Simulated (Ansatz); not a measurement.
# YNb: the cost of one run

Program: Ansatz 0.2.0. Level of theory: DFT PBE, scalar-relativistic, plane waves, PAW. These are calculated values, not measurements.

**1. The structure to begin with**

It takes space group Pm-3m (No. 221, cubic). The conventional cell has a = 3.186 Å, b = 3.186 Å, c = 3.186 Å, α = 90.00°, β = 90.00°, γ = 90.00°. Y (site symmetry m-3m) is surrounded by 8 Nb at 2.76 Å. Around Nb (site symmetry m-3m) lie 8 Y at 2.76 Å.

Structure file:

```
CELL_PARAMETERS angstrom
3.18551 0.00000 0.00000
0.00000 3.18551 0.00000
0.00000 0.00000 3.18551
ATOMIC_POSITIONS crystal
Y 0.00000 0.00000 0.00000
Nb 0.50000 0.50000 0.50000
```

A structure generator made this guess: species swapped into a database cell of RbCl (Pm-3m, No. 221), with Y on the Rb sites and Nb on the Cl sites. Lengths come from tabulated atomic sizes and are only a guess.

**2. Probe: one point on a coarse mesh**

input.yaml

```yaml
crystal:
  lattice:
    - [3.18550969, 0.0, 0.0]
    - [0.0, 3.18550969, 0.0]
    - [0.0, 0.0, 3.18550969]
  atoms:
    - { symbol: "Y", position: [0.0, 0.0, 0.0] }
    - { symbol: Nb, position: [0.5, 0.5, 0.5] }
basis:
  ecutwfc: 420
kpoints:
  mp_grid: { grid: [6, 6, 6] }
hamiltonian:
  xc: pbe
scf:
  occupations: { method: gaussian, width: 0.1 }
  lower_state_search: "off"
output:
  forces: true
  stress: true
  eigenvalues: true
```

Run with:

```console
$ ansatz run input.yaml --threads 1 --pin off --max-ram 2048MiB --backend cpu --events-out ev --progress --plain --runs-dir out
```

Q: Estimate wall time and peak memory on 1 thread of Arm Neoverse N1, shared host.

About 1.4 s, with a peak of 0.28 GiB.
